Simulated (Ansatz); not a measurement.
# GaFe: the cost of one run

Method: DFT LDA, with the methods named in each step, in Ansatz 0.2.0.

### Step 1. Starting point

It takes space group P-6m2 (No. 187, hexagonal). Conventional cell: a = 2.748 Å, b = 2.748 Å, c = 4.031 Å, α = 90.00°, β = 90.00°, γ = 120.00°. Around Ga (site symmetry -6m2) lie 6 Fe at 2.56 Å and 6 Ga at 2.75 Å. Fe (site symmetry -6m2) is surrounded by 6 Ga at 2.56 Å and 6 Fe at 2.75 Å.

Structure file:

```cif
data_structure
_symmetry_space_group_name_H-M 'P-6m2'
_symmetry_Int_Tables_number 187
_cell_length_a 2.7481
_cell_length_b 2.7481
_cell_length_c 4.0308
_cell_angle_alpha 90.000
_cell_angle_beta 90.000
_cell_angle_gamma 120.000
_cell_volume 26.36
loop_
_atom_site_label
_atom_site_type_symbol
_atom_site_symmetry_multiplicity
_atom_site_Wyckoff_symbol
_atom_site_fract_x
_atom_site_fract_y
_atom_site_fract_z
_atom_site_occupancy
Ga1 Ga 1 b 0.00000 0.00000 0.50000 1
Fe1 Fe 1 e 0.66667 0.33333 0.00000 1
```

The file gives the conventional cell by its symmetry; the runs use the cell typed in the input.

Where an Elk run is restarted with further inputs, its INFO.OUT and LSJ.OUT are those of the last start.

The cell forces parallel moments, which needn't be the real order.

Elk's input and logs are in atomic units (hartree, bohr).

Atoms are numbered in the order of the input: Ga1, Fe2.

### Step 2. Collinear moments, PAW

input.yaml reads:

```yaml
crystal:
  lattice:
    - [2.7481305258, 0.0, 0.0]
    - [-1.3740652629, 2.3799508482, 0.0]
    - [0.0, 0.0, 4.030782]
  atoms:
    - { symbol: Ga, position: [0.0, 0.0, 0.5] }
    - { symbol: Fe, position: [0.6666666667, 0.3333333333, 0.0], spin: 3.0 }
magnetization:
  spin_polarized: true
kpoints:
  mp_grid: { grid: [12, 12, 7] }
scf:
  occupations: { method: fermi_dirac, width: 0.03 }
  lower_state_search: "off"
hamiltonian:
  xc: lda
  pseudopotentials: { kind: paw }
output:
  forces: true
  stress: true
  eigenvalues: true
```

Run with:

```
> ansatz run input.yaml --threads 2 --pin off --max-ram 3072MiB --backend cpu --events-out ev --progress --plain --runs-dir out
```

Q: Estimate wall time and peak memory on 2 threads of Arm Neoverse V1, shared host.

About 5.8 s, with a peak of 0.35 GiB.
